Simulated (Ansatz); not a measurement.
# TaVN2 (P4/mmm) in Ansatz: single point with PBE

Aim: the single point of TaVN2 with PBE.

Program: Ansatz 0.2.0. These are calculated values, not measurements. Logs are shortened: lines on timing, memory, paths and dates and some standing lists are left out, and cuts for length are marked.

## (1) Starting point

The structure is tetragonal, space group P4/mmm (No. 123). The conventional cell has a = 3.050 Å, b = 3.050 Å, c = 4.296 Å, α = 90.00°, β = 90.00°, γ = 90.00°. Ta (site symmetry 4/mmm) is surrounded by 6 N at 2.15 to 2.16 Å. V (site symmetry 4/mmm) has 6 N at 2.15 to 2.16 Å as nearest neighbours. N (site symmetry 4/mmm) is surrounded by 2 V at 2.15 Å and 4 Ta at 2.16 Å. Around N (site symmetry 4/mmm) lie 2 Ta at 2.15 Å and 4 V at 2.16 Å.

The cell comes from a database or a generator and needn't be the stable form of this composition.

## (2) Single point, PBE, collinear spin, ferromagnetic start

Input file input.yaml:

```yaml
crystal:
  lattice:
    - [3.049867, 0.0, 0.0]
    - [0.0, 3.049867, 0.0]
    - [0.0, 0.0, 4.296062]
  atoms:
    - { symbol: Ta, position: [0.0, 0.0, 0.0] }
    - { symbol: V, position: [0.5, 0.5, 0.5], spin: 3.5 }
    - { symbol: "N", position: [0.5, 0.5, 0.0] }
    - { symbol: "N", position: [0.0, 0.0, 0.5] }
hamiltonian:
  xc: pbe
  pseudopotentials: { kind: paw }
magnetization:
  spin_polarized: true
kpoints:
  mp_grid: { grid: [9, 9, 6] }
scf:
  occupations: { method: fermi_dirac, width: 0.05 }
output:
  forces: true
  stress: true
  eigenvalues: true
```

Potentials or basis: Ansatz PAW.

The run is started by

```sh
$ ansatz run input.yaml --threads 2 --pin off --max-ram 5120MiB --backend cpu --events-out ev --progress --plain --runs-dir out
```

Output:

```text
Warning: where an SCF of this run starts from atoms to list the orders of its open shells, V (site 1, from 0) starts with 3.00 μB on its 3d shell, in the place of the 3.50 μB that the deck gives it: its open shells can hold no more by Hund's first rule. To start from spheres of the given moment, type scf.initial_density.shell_occupations: []
Warning: RAYON_NUM_THREADS=2 ignored (pool sized by the plan → 2); use --threads N
Engine: ansatz 0.2.0, x86_64-unknown-linux-gnu
Pseudopotentials: kind: paw
Pseudopotential: Ta, paw, valence charge 13, recommended cutoff 420 eV (normal), Ta.paw.azcp
Pseudopotential: V, paw, valence charge 13, recommended cutoff 420 eV (normal), V.paw.azcp
Pseudopotential: N, paw, valence charge 5, recommended cutoff 420 eV (normal), N.paw.azcp
Functional definition: PBE
  parameter kappa = 0.804
  parameter beta = 0.06672455060314922
  exchange = pbe_x(kappa = kappa, mu = beta*pi^2/3)
  correlation = pbe_c(beta = beta)
Crystal: 4 atoms, lattice volume = 39.961 Å³
Basis set: ecut = 420 eV, 775 PW (Γ), exchange–correlation on 48×48×60 points (8 copies of the dense FFT grid, shifted against one another)
Bands: 24, of which v1, the nominal top of the filled ones, is band 18 counted from 1 (17 counted from 0)
Symmetry: 16 space group operations
Space group: P4/mmm (ITA 123), of the structure as read, at distance tolerance 3.4e-5 Å
Magnetic group: BNS 123.339 (UNI 999), of the structure as read, at distance tolerance 3.4e-5 Å
k-points: 60 of 486
Non-local potential: Ta, projectors of the file, l = 0: 3, l = 1: 2, l = 2: 2, l = 3: 1
Non-local potential: V, projectors of the file, l = 0: 3, l = 1: 2, l = 2: 3, l = 3: 1
Non-local potential: N, projectors of the file, l = 0: 2, l = 1: 2, l = 2: 1
PAW form: soft (Blöchl's): semilocal exchange-correlation on the pseudo side does not see the compensation charge
PAW one-centre angular grid: Ta, 590 points (default); XC on 64 Gauss nodes
PAW one-centre angular grid: V, 590 points (default); XC on 64 Gauss nodes
PAW one-centre angular grid: N, 110 points (default); XC on 64 Gauss nodes
Initial density: superposition of atomic densities (chi_scale 0.1, normalization cell, long waves kept (reshape's long-wave potential 0.00 eV rms))
Starting moments: Σ|m| = 3.5 μB on 1 of 4 sites
Initial wavefunctions: pseudopotential atomic-orbital guess
Functional: x = pbe(κ = 0.804, μ = 0.2195149727645171), c = pbe(β = 0.06672455060314922)
SCF iter   1: F=—  HF=-13617.257230 eV  |F-HF|=—  |Δ(HF+E_count)|=         —  Δρ=1.05e-1 (↑1.05e-1 ↓7.81e-2)  dr2=2.24e0  dr2_m=2.64e0  M=0.888 μB ∫|m|=1.069 μB  β_m=0.30  ethr=3.10e-3  ⟨swp⟩=5.6  Hψ=11957  notcnv=0
Mixer restart at iter 1: flushing history
preconditioner: auto → Kerker (q_TF=auto, 2.681 Å⁻¹)  [metal: Δε(μ)=0.003 eV  Ē_g=9.775 eV  σ=0.050 eV  W_gap=0.02  n_scr=14 (ndim 8)  ℏωp=26.3 eV  f_vac=0.000  D(μ)=2.82/eV (n_scr^D=28)]
spin=Collinear: Kerker preconditioning applied to the charge; magnetization (m = ρ↑ − ρ↓) channel mixes plain (no charge-response kernel on spin).
SCF iter   2: F=—  HF=-13616.242781 eV  |F-HF|=—  |Δ(HF+E_count)|=    1.01e0  Δρ=5.54e-2 (↑5.54e-2 ↓5.23e-2)  dr2=5.57e-1  dr2_m=9.03e-1  M=1.125 μB ∫|m|=1.280 μB  β_m=0.48  ethr=3.10e-3  ⟨swp⟩=2.1  Hψ=4537  notcnv=0  defer=33
SCF iter   3: F=—  HF=-13616.297090 eV  |F-HF|=—  |Δ(HF+E_count)|=   5.43e-2  Δρ=1.89e-2 (↑1.22e-2 ↓1.89e-2)  dr2=1.89e-1  dr2_m=4.69e-2  M=1.287 μB ∫|m|=1.427 μB  β_m=0.74  ethr=1.55e-3  ⟨swp⟩=2.0  Hψ=4794  notcnv=0  defer=35
SCF iter   4: F=—  HF=-13616.400078 eV  |F-HF|=—  |Δ(HF+E_count)|=   1.03e-1  Δρ=3.11e-3 (↑3.11e-3 ↓2.55e-3)  dr2=1.95e-2  dr2_m=6.85e-4  M=1.246 μB ∫|m|=1.391 μB  β_m=0.87  ethr=5.24e-4  ⟨swp⟩=2.5  Hψ=5445  notcnv=0  defer=35
SCF iter   5: F=—  HF=-13616.402030 eV  |F-HF|=—  |Δ(HF+E_count)|=   1.95e-3  Δρ=7.21e-3 (↑7.21e-3 ↓1.90e-3)  dr2=1.90e-2  dr2_m=6.30e-3  M=1.139 μB ∫|m|=1.300 μB  β_m=0.92  ethr=5.41e-5  ⟨swp⟩=2.2  Hψ=4677  notcnv=0  defer=35
SCF iter   6: F=—  HF=-13616.405097 eV  |F-HF|=—  |Δ(HF+E_count)|=   3.07e-3  Δρ=4.63e-3 (↑4.63e-3 ↓1.68e-3)  dr2=8.96e-3  dr2_m=2.65e-3  M=1.139 μB ∫|m|=1.300 μB  β_m=0.96  ethr=5.27e-5  ⟨swp⟩=2.1  Hψ=3807  notcnv=0  defer=35
SCF iter   7: F=—  HF=-13616.404158 eV  |F-HF|=—  |Δ(HF+E_count)|=   9.40e-4  Δρ=7.55e-4 (↑7.55e-4 ↓5.38e-4)  dr2=4.36e-5  dr2_m=1.48e-4  M=1.154 μB ∫|m|=1.313 μB  β_m=0.98  ethr=2.49e-5  ⟨swp⟩=2.2  Hψ=4554  notcnv=0  defer=34
SCF iter   8: F=—  HF=-13616.404202 eV  |F-HF|=—  |Δ(HF+E_count)|=   4.38e-5  Δρ=6.50e-4 (↑6.50e-4 ↓3.61e-4)  dr2=5.34e-5  dr2_m=9.15e-5  M=1.143 μB ∫|m|=1.302 μB  β_m=0.99  ethr=1.21e-7  ⟨swp⟩=2.1  Hψ=4914  notcnv=0  defer=34
SCF iter   9: F=—  HF=-13616.404181 eV  |F-HF|=—  |Δ(HF+E_count)|=   2.09e-5  Δρ=1.83e-4 (↑1.83e-4 ↓6.42e-5)  dr2=2.37e-5  dr2_m=2.18e-6  M=1.139 μB ∫|m|=1.297 μB  β_m=1.00  ethr=1.21e-7  ⟨swp⟩=2.2  Hψ=4489  notcnv=0  defer=34
SCF iter  10: F=—  HF=-13616.404181 eV  |F-HF|=—  |Δ(HF+E_count)|=   3.26e-7  Δρ=5.77e-5 (↑3.26e-5 ↓5.77e-5)  dr2=2.36e-6  dr2_m=3.03e-7  M=1.141 μB ∫|m|=1.298 μB  β_m=0.84  ethr=6.59e-8  ⟨swp⟩=2.3  Hψ=4509  notcnv=0  defer=34
SCF iter  11: F=—  HF=-13616.404181 eV  |F-HF|=—  |Δ(HF+E_count)|=   2.65e-7  Δρ=2.73e-5 (↑2.15e-5 ↓2.73e-5)  dr2=5.70e-8  dr2_m=2.12e-7  M=1.140 μB ∫|m|=1.298 μB  β_m=0.92  ethr=6.54e-9  ⟨swp⟩=2.0  Hψ=3986  notcnv=0  defer=34
SCF iter  12: F=—  HF=-13616.404181 eV  |F-HF|=—  |Δ(HF+E_count)|=   1.81e-8  Δρ=6.46e-6 (↑4.25e-6 ↓6.46e-6)  dr2=3.84e-9  dr2_m=9.99e-9  M=1.140 μB ∫|m|=1.297 μB  β_m=0.88  ethr=1.58e-10  ⟨swp⟩=2.0  Hψ=4941  notcnv=0  defer=34
SCF iter  13: F=-13616.404181 eV  HF=-13616.404181 eV  |F-HF|=1.22e-9  |Δ(HF+E_count)|=  2.80e-10  Δρ=1.30e-6 (↑1.30e-6 ↓5.58e-7)  dr2=1.44e-9  dr2_m=1.08e-10  M=1.140 μB ∫|m|=1.297 μB  ethr=1.07e-11  ⟨swp⟩=2.2  Hψ=8796  notcnv=0
SCF 1 converged in 13 iterations: F = -13616.404181 eV  dr2 = 1.44e-9
the search or the solves at the SCF's close seem to have found levels that the self-consistency loop had missed (the run counts 2). By its estimate they hold under 1e-12 electrons; where the run keeps them, the occupations were computed again with them
SCF converged after 13 iterations
Magnetization: 1.1401 μB (18.5701 up, 17.4299 down)
Absolute magnetization: 1.3003 μB (∫|ρ↑−ρ↓|, with the PAW one-centre terms)
Spin contamination: 0.0500 ħ² per cell (⟨S²⟩ above its minimum at these occupations)
Per-site moments (μB) at R_I (Å): [(-0.034478773587150395, 0.8860627875000001), (0.93508729851725, 0.8860627875000001), (0.022726875323458882, 0.8860627875000001), (0.025466406408778328, 0.8860627875000001)]
Free energy (F): -13616.404181 eV
Harris-Foulkes:  -13616.404181 eV  (|F-HF|=1.22e-9)
Internal energy: -13616.384429 eV  (E = F + TS)
E sigma→0 (E₀):  -13616.394305 eV
Entropy (-TS):   -0.019752 eV (-4.938 meV/atom)
Fermi energy:    19.501691 eV
--- Per-component energies (eV) ---
  E_band       = -160.854656
  E_kinetic    = 967.984092
  E_local      = -1610.063483  (includes V_loc(G=0)·N_el)
  E_nonlocal   = 60.802598
  E_hartree    = 647.926056
  E_xc         = -470.872582
  E_vxc        = -524.742284  (∫ρ·V_xc dr)
  E_paw        = -9765.155010  (= ΣΔE_a)
  E_vpaw       = -350.687292  (= ΣTr[D̂ρ^β])
  E_aug_tail   = 0.000621  (compensation charges beyond the density's cutoff)
  E_ewald      = -3447.006721
  E_smearing   = -0.019752  (= −TS)
  E_closure    = -0.000000  (closes the sum)
  Σ components = -13616.404181   (vs F -13616.404181, Δ=0.00e0)
--- Forces (eV/Å), atoms counted from 1 ---
  atom   1  Ta    -0.00000000    -0.00000000     0.00000000
  atom   2  V      0.00000000    -0.00000000     0.00000000
  atom   3  N      0.00000000     0.00000000     0.00000000
  atom   4  N      0.00000000     0.00000000     0.00000000
  max |Σ_I F_I| component: 1.14e-29 eV/Å
--- Stress (GPa, compression-positive) ---
       -0.691890       0.000000       0.000000
        0.000000      -0.691890       0.000000
        0.000000       0.000000      -0.983339
  P = ⅓ Tr σ = -0.7890 GPa (-7.890 kbar)
--- Band table (eV; the first three rows and the last of 120) ---
  k-point 0 ↑: bands = ["-49.8884", "-45.9922", "-19.8981", "-19.8105", "-19.8105", "-16.4667", "-16.2788", "-16.2788", "1.2315", "2.8554", "13.0066", "14.8102", "15.3682", "15.3682", "16.5981", "16.6140", "16.6140", "17.6429", "17.6429", "17.7705", "19.0694", "19.2767", "21.1602", "21.6390"]
  k-point 1 ↑: bands = ["-49.8884", "-45.9923", "-19.8964", "-19.8099", "-19.8099", "-16.4797", "-16.2794", "-16.2794", "1.3859", "2.9427", "12.6658", "14.9332", "15.2188", "15.3067", "15.3067", "16.1168", "16.1168", "17.5528", "18.3058", "18.3058", "19.1184", "20.1868", "21.0914", "21.7542"]
  k-point 2 ↑: bands = ["-49.8882", "-45.9925", "-19.8931", "-19.8088", "-19.8088", "-16.5055", "-16.2806", "-16.2806", "1.7192", "3.1261", "12.0906", "13.4243", "15.1973", "15.1973", "15.2534", "15.5856", "15.5856", "17.0520", "19.2010", "19.2010", "19.2273", "20.9431", "21.0408", "21.9548"]
  k-point 59 ↓: bands = ["-49.8692", "-44.8729", "-18.9541", "-18.9520", "-18.6142", "-16.7338", "-16.7328", "-16.4752", "2.6912", "4.1767", "12.4551", "12.6218", "12.8598", "13.5123", "13.6166", "13.6577", "19.9839", "20.0009", "20.1853", "20.1999", "21.1576", "21.6849", "22.3858", "23.3741"]
```

Wall time 8.5 s (2 threads of Intel Xeon at 2.70GHz, shared host); peak memory 0.44 GiB.

What came out:

| Property | Result |
| --- | --- |
| Free energy | -13616.4042 eV |
| Pressure | -0.8 GPa |
| Band gap on the k mesh | none (metal or under the smearing width) |
| Net moment | 1.14 μB per cell |
| Absolute moment | 1.30 μB per cell |
| Site moments | Ta -0.03; V +0.94; N +0.02, +0.03 μB |

Caveat: the pressure holds a Pulay correction of +0.5 GPa for the finite cutoff. With open d or f shells a metallic result of PBE can be an artefact of self-interaction; +U or a hybrid may open a gap.
